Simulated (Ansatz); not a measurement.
# ClH7MgN2: the cost of one run

Method: UKS B3LYP/6-31G*, in Ansatz 0.2.0.

### Step 1. The structure to begin with

Bond lengths: Mg1–Cl3 2.150 Å, Mg1–N5 2.475 Å, N5–H8 1.013 Å, N5–H9 1.013 Å, N7–H10 1.010 Å, N7–H11 1.010 Å. Angles: Cl3–Mg1–N5 131.8°, Mg1–N5–H8 118.7°, Mg1–N5–H9 119.2°, H8–N5–H9 107.2°, H10–N7–H11 109.6°.

As a file:

```xyz
11

Mg   -0.6704   -1.8860   -0.3501
H     0.0328   -0.3978   -1.9092
Cl   -2.0001   -3.5757   -0.3135
H     0.3094    0.6875    0.5213
N    -0.0059   -0.2706    1.4039
H     0.2792    0.4356   -1.4454
N     0.5481    1.4232   -0.5760
H    -0.7178    0.0872    2.0296
H     0.8169   -0.4595    1.9637
H    -0.0913    2.1985   -0.6812
H     1.4992    1.7574   -0.6433
```

### Step 2. Pulling towards end A

Springs on the bonds that form and break draw the guess towards this end; the thresholds are loose.

Input file input.yaml:

```yaml
crystal:
  periodic: [false, false, false]
  atoms:
    - { symbol: Mg, position_ang: [-0.6704, -1.886, -0.3501] }
    - { symbol: H, position_ang: [0.0328, -0.3978, -1.9092] }
    - { symbol: Cl, position_ang: [-2.0001, -3.5757, -0.3135] }
    - { symbol: H, position_ang: [0.3094, 0.6875, 0.5213] }
    - { symbol: "N", position_ang: [-0.0059, -0.2706, 1.4039] }
    - { symbol: H, position_ang: [0.2792, 0.4356, -1.4454] }
    - { symbol: "N", position_ang: [0.5481, 1.4232, -0.576] }
    - { symbol: H, position_ang: [-0.7178, 0.0872, 2.0296] }
    - { symbol: H, position_ang: [0.8169, -0.4595, 1.9637] }
    - { symbol: H, position_ang: [-0.0913, 2.1985, -0.6812] }
    - { symbol: H, position_ang: [1.4992, 1.7574, -0.6433] }
magnetization:
  spin_polarized: true
basis:
  gaussian: { orbitals: "6-31G*" }
hamiltonian:
  xc: b3lyp
relax:
  f_tol: 0.15
  max_steps: 25
  restrain:
    - { distance: [0, 4], at: 3.42, k: 30.0 }
    - { distance: [3, 6], at: 2.32, k: 30.0 }
    - { distance: [5, 1], at: 1.92, k: 30.0 }
    - { distance: [0, 1], at: 1.72, k: 30.0 }
    - { distance: [3, 4], at: 1.02, k: 30.0 }
    - { distance: [5, 6], at: 1.02, k: 30.0 }
output:
  orbitals: {}
```

Launch:

```console
> ansatz run input.yaml --threads 2 --pin off --max-ram 3072MiB --backend cpu --events-out ev --progress --plain --runs-dir out
```

**Question.** How long does this run take on 2 threads of AMD EPYC 9R14 (Zen 4), shared host, and how much memory does it need?

About 19 s, with a peak of 0.25 GiB.
